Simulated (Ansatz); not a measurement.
# CrCoGe: the cost of one run

Program: Ansatz 0.2.0. Level of theory: DFT at more than one level, as each input shows. These are calculated values, not measurements.

1 further run of the same task is left out (set aside as unsound or not needed).

**1. The starting structure**

The structure is hexagonal, space group P6_3/mmc (No. 194). The conventional cell has a = 4.095 Å, b = 4.095 Å, c = 5.102 Å, α = 90.00°, β = 90.00°, γ = 120.00°. Around Cr (site symmetry -3m) lie 2 Cr at 2.55 Å and 6 Co at 2.69 Å and 6 Ge at 2.69 Å. Around Co (site symmetry -6m2) lie 5 Ge at 2.36 to 2.55 Å and 6 Cr at 2.69 Å. Ge (site symmetry -6m2) is surrounded by 5 Co at 2.36 to 2.55 Å and 6 Cr at 2.69 Å.

Structure file:

```
Cr Co Ge
1.0
     4.09512    0.00000    0.00000
    -2.04756    3.54648    0.00000
     0.00000    0.00000    5.10223
Cr Co Ge
2 2 2
Direct
  0.00000 0.00000 0.00000
  0.00000 0.00000 0.50000
  0.33333 0.66667 0.25000
  0.66667 0.33333 0.75000
  0.33333 0.66667 0.75000
  0.66667 0.33333 0.25000
```

**2. Relaxed again under DFT PBEsol, scalar-relativistic, plane waves, PAW**

Contents of input.yaml:

```yaml
crystal:
  lattice:
    - [4.0951174843, 0.0, 0.0]
    - [-2.0475587422, 3.5464757729, 0.0]
    - [0.0, 0.0, 5.1022277512]
  atoms:
    - { symbol: Cr, position: [0.0, 0.0, 0.0], spin: 1.9 }
    - { symbol: Cr, position: [0.0, 0.0, 0.5], spin: 1.9 }
    - { symbol: Co, position: [0.3333333333, 0.6666666667, 0.25], spin: 0.6 }
    - { symbol: Co, position: [0.6666666667, 0.3333333333, 0.75], spin: 0.6 }
    - { symbol: Ge, position: [0.3333333333, 0.6666666667, 0.75] }
    - { symbol: Ge, position: [0.6666666667, 0.3333333333, 0.25] }
basis:
  ecutwfc: 420
kpoints:
  mp_grid: { grid: [12, 12, 8] }
hamiltonian:
  xc: pbesol
scf:
  occupations: { method: gaussian, width: 0.1 }
output:
  forces: true
  stress: true
  eigenvalues: true
  populations: true
magnetization:
  spin_polarized: true
relax:
  adjacent_minimum: "off"
  f_tol: 0.005
  max_steps: 50
  cell: { stress_tol: 0.05 }
```

Run with:

```console
> ansatz run input.yaml --threads 1 --pin off --max-ram 2560MiB --backend cpu --events-out ev --progress --plain --runs-dir out
```

Q: Estimate wall time and peak memory on 1 thread of Arm Neoverse N1, shared host.

About 14 min, with a peak of 0.89 GiB.
